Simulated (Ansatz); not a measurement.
**Sr2OsSO6 (element-swapped structure): how the settings move a single-point run**

Question: which choices in the input matter for Sr2OsSO6 (element-swapped structure)?

Program: Ansatz 0.2.0. Level of theory: reference: DFT PBE, plane waves, PAW, scalar-relativistic, no spin polarisation. These are calculated values, not measurements.

## 1. Starting point

The structure is cubic, space group Fm-3m (No. 225). The conventional cell has a = 8.005 Å, b = 8.005 Å, c = 8.005 Å, α = 90.00°, β = 90.00°, γ = 90.00°. S (site symmetry m-3m) has 6 O at 2.14 Å as nearest neighbours. Around Sr (site symmetry -43m) lie 12 O at 2.83 Å. Around Os (site symmetry m-3m) lie 6 O at 1.87 Å. O (site symmetry 4mm) is surrounded by 1 Os at 1.87 Å and 1 S at 2.14 Å.

Coordinates:

```cif
data_structure
_symmetry_space_group_name_H-M 'Fm-3m'
_symmetry_Int_Tables_number 225
_cell_length_a 8.0048
_cell_length_b 8.0048
_cell_length_c 8.0048
_cell_angle_alpha 90.000
_cell_angle_beta 90.000
_cell_angle_gamma 90.000
_cell_volume 512.93
loop_
_atom_site_label
_atom_site_type_symbol
_atom_site_symmetry_multiplicity
_atom_site_Wyckoff_symbol
_atom_site_fract_x
_atom_site_fract_y
_atom_site_fract_z
_atom_site_occupancy
S1 S 4 b 0.50000 0.00000 0.00000 1
Sr1 Sr 8 c 0.25000 0.75000 0.75000 1
Os1 Os 4 a 0.00000 0.00000 0.00000 1
O1 O 24 e 0.23300 0.00000 0.00000 1
```

## 2. The reference run

Input file input.yaml:

```yaml
crystal:
  lattice:
    - [0.0, 4.00242, 4.00242]
    - [4.00242, 0.0, 4.00242]
    - [4.00242, 4.00242, 0.0]
  atoms:
    - { symbol: S, position: [0.5, 0.5, 0.5] }
    - { symbol: Sr, position: [0.25, 0.25, 0.25] }
    - { symbol: Sr, position: [0.75, 0.75, 0.75] }
    - { symbol: Os, position: [0.0, 0.0, 0.0] }
    - { symbol: O, position: [0.767, 0.233, 0.233] }
    - { symbol: O, position: [0.233, 0.767, 0.233] }
    - { symbol: O, position: [0.233, 0.767, 0.767] }
    - { symbol: O, position: [0.767, 0.233, 0.767] }
    - { symbol: O, position: [0.233, 0.233, 0.767] }
    - { symbol: O, position: [0.767, 0.767, 0.233] }
  symmetry: { tolerance: 0.0003 }
kpoints:
  mp_grid: { grid: [4, 4, 4], shift: [0, 0, 0] }
magnetization:
  spin_polarized: false
scf:
  occupations: { method: fermi_dirac }
hamiltonian:
  pseudopotentials: { kind: paw }
  xc: pbe
basis:
  ecutwfc: 420
output:
  forces: true
  stress: true
  eigenvalues: true
```

On the command line:

```
$ ansatz run input.yaml --threads 1 --pin off --max-ram 2560MiB --backend cpu --events-out ev --progress --plain --runs-dir out
```

## 3. Variant: ecutwfc 400 eV

Edit input.yaml of step 2 so:

```diff
@@ -27,3 +27,3 @@
 basis:
-  ecutwfc: 420
+  ecutwfc: "400 eV"
 output:
@@ -32 +32,5 @@
   eigenvalues: true
+  write_density: true
+  write_potential: true
+  elf: true
+  volumetric_format: npy
```

## 4. Variant: dispersion d3bjatm

Edit input.yaml of step 2 so:

```diff
@@ -26,2 +26,3 @@
   xc: pbe
+  dispersion: d3bjatm
 basis:
```

## 5. Variant: dr2_threshold 1.0e-09, ecutwfc 40.4 Ry, xc_grid 4

Edit input.yaml of step 2 so:

```diff
@@ -23,2 +23,3 @@
   occupations: { method: fermi_dirac }
+  convergence: { dr2_threshold: 1.0e-09 }
 hamiltonian:
@@ -27,3 +28,4 @@
 basis:
-  ecutwfc: 420
+  ecutwfc: "40.4 Ry"
+  xc_grid: 4
 output:
```

## 6. Variant: mp_grid.grid [6, 6, 6], occupations.width 0.15, preconditioner none

Edit input.yaml of step 2 so:

```diff
@@ -18,3 +18,3 @@
 kpoints:
-  mp_grid: { grid: [4, 4, 4], shift: [0, 0, 0] }
+  mp_grid: { grid: [6, 6, 6], shift: [0, 0, 0] }
 magnetization:
@@ -22,3 +22,4 @@
 scf:
-  occupations: { method: fermi_dirac }
+  occupations: { method: fermi_dirac, width: 0.15 }
+  mixing: { preconditioner: none }
 hamiltonian:
@@ -32 +33,5 @@
   eigenvalues: true
+  write_density: true
+  write_potential: true
+  elf: true
+  volumetric_format: npy
```

What does the calculation give? Wanted: for each run, ending; energy change; pressure; gap; force.

As calculated:

```
                                                                   run     ending                                     energy change  pressure (GPa)  gap (eV)  force (eV/Å)  cycles   time
                                                             reference  converged                                                 0            12.2      0.00          2.57       8  2.2 s
                                                     1: ecutwfc 400 eV  converged                                     +4.9 meV/atom            12.2      0.00          2.57       8  2.7 s
                                                 2: dispersion d3bjatm  converged  -209.2 meV/atom (offset of the dispersion model)             9.7      0.00          2.57       8  2.6 s
                  3: dr2_threshold 1.0e-09, ecutwfc 40.4 Ry, xc_grid 4  converged                                     -3.5 meV/atom            12.2      0.00          2.57       9  3.9 s
4: mp_grid.grid [6, 6, 6], occupations.width 0.15, preconditioner none  converged                               +0.9 meV/atom (σ→0)            12.3      0.00          2.55       9    5 s
```

Times don't compare one to one where runs were asked for different outputs or read a saved state (see the inputs); cycles may leave out searches for a lower state.

Residual by cycle in the longest SCF loop of each run; runs are numbered as in the table. The quantity is the density residual dr2, in eV.

```
cycle  reference    run 1    run 2    run 3   run 4
    1      0.262    0.261    0.262    0.263    0.36
    2     0.0791   0.0789   0.0791   0.0794    7.53
    3    0.00357  0.00357  0.00357   0.0036  0.0421
    4     2.2e-4   2.2e-4   2.2e-4   3.3e-4  7.1e-4
    5     3.7e-5   3.8e-5   3.7e-5   4.3e-5  2.6e-4
    6     4.2e-6   4.2e-6   4.2e-6   4.5e-6  6.3e-5
    7     1.1e-7   1.2e-7   1.1e-7   1.4e-7  4.5e-6
    8     5.5e-9   6.1e-9   5.5e-9   7.8e-9  4.1e-7
    9          -        -        -  2.5e-10  6.2e-9
```

Run 1 ran under the cutoff that the potentials recommend, as the log warns, so basis error is mixed into its values. The structure is not at rest: the sound run finds 12 GPa, so these are no properties of the relaxed crystal. The reference leaves spin out although Os can carry a moment, so its state need not be the lowest.

The reference is no final answer either: its mesh is coarse for a cell with so small a gap or none; the structure is made up and not relaxed.
